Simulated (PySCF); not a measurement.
# C3H8SeSi: the cost of one run

Computed with PySCF 2.14.0, with density-fitted response routines of our own, on a single molecule in the gas phase. Atoms are numbered from 0 throughout.

### 1 The starting structure

13 atoms, charge 0, multiplicity 1; geometry from: PBE0-D3(BJ)/def2-SVP.

Bonds of the start (Å): Si0–Se1 2.28, Se1–C2 1.94, C2–C3 1.50, C3–C4 1.50, C4–C2 1.50, Si0–H5 1.49, Si0–H6 1.49, Si0–H7 1.49, C2–H8 1.09, C3–H9 1.09, C3–H10 1.09, C4–H11 1.09, C4–H12 1.09.

### 2 Excited states and response: PBE/def2-SVPD

The job: settings as JSON, then the geometry in Å.

```
{"job": {"kind": "uv", "xc": "PBE", "basis": "def2-SVPD", "ip": true}, "charge": 0, "multiplicity": 1}
Si     2.267178    -0.377228    -0.333949
Se     0.349534    -1.170899    -1.273394
C     -0.790894     0.232817    -0.583501
C     -2.157821    -0.136921    -0.094535
C     -1.112498     0.311772     0.880064
H      3.356652    -1.308115    -0.751030
H      2.166249    -0.349295     1.156932
H      2.574242     1.005419    -0.811593
H     -0.690998     1.173100    -1.133368
H     -2.980738     0.540813    -0.337008
H     -2.430754    -1.195617    -0.094536
H     -1.199775     1.306574     1.325744
H     -0.672448    -0.443946     1.536801
```

Method: TDDFT PBE/def2-SVPD, vertical, gas phase, core orbitals frozen in the response.

Started as:

```
$ OMP_NUM_THREADS=1 python probes_run.py task.json out
```

One launch serves the whole session: the jobs run in the order shown.

**Question.** How long does this first job take on 1 thread of Arm Neoverse N1, shared host, and how much memory does it need?

About 93 s, with a peak of 0.69 GiB.
